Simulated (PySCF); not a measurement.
# Cl4H6N2Sn (trans-Sn(NH3)2Cl4): the cost of one run

Programs: PySCF 2.14.0, with density-fitted response routines of our own. Each step states its level of theory. These are calculated values for one molecule in the gas phase, unless marked as measured. Atoms count from 0, in the outputs and in this text.

## 1. The starting structure

13 atoms, charge 0, multiplicity 1; geometry from: GFN2-xTB. The atoms were then displaced at random by about 0.03 Å, so the start is not that level's minimum.

Bonds of the start (Å): Sn0–N1 2.59, Sn0–N5 2.62, Sn0–Cl9 2.36, Sn0–Cl10 2.51, Sn0–Cl11 2.50, Sn0–Cl12 2.32, N1–H2 1.03, N1–H3 1.12, N1–H4 1.01, N5–H6 1.01, N5–H7 0.96, N5–H8 0.99.

## 2. Optimising the geometry at PBE0-D3(BJ)/def2-SVP

What the job is given:

```
{"job": {"xc": "PBE0", "basis": "def2-SVP", "d3": "d3bj", "grid": 1, "maxiter": 40, "shake": 0.03, "kind": "geom"}, "charge": 0, "multiplicity": 1}
Sn     0.068450    -0.075990     0.011430
N     -0.020360    -0.032770     2.595770
H     -0.480810     0.823850     2.939350
H      1.040470    -0.083710     2.953700
H     -0.546500    -0.828510     2.915040
N     -0.011330     0.031710    -2.608030
H      0.508300     0.829950    -2.957840
H     -0.904460     0.043360    -2.966720
H      0.458940    -0.791430    -2.905910
Cl     2.422470    -0.008790     0.041350
Cl    -2.443270     0.005850     0.043310
Cl     0.030320     2.426640     0.023780
Cl    -0.091600    -2.392270    -0.063020
```

Run with:

```
$ OMP_NUM_THREADS=1 python probes_run.py task.json out
```

One launch serves the whole session: the jobs run in the order shown.

Q: Estimate the wall time and peak memory of this first job on 1 thread of Arm Neoverse V1, shared host.

About 3 min, with a peak of 0.68 GiB.
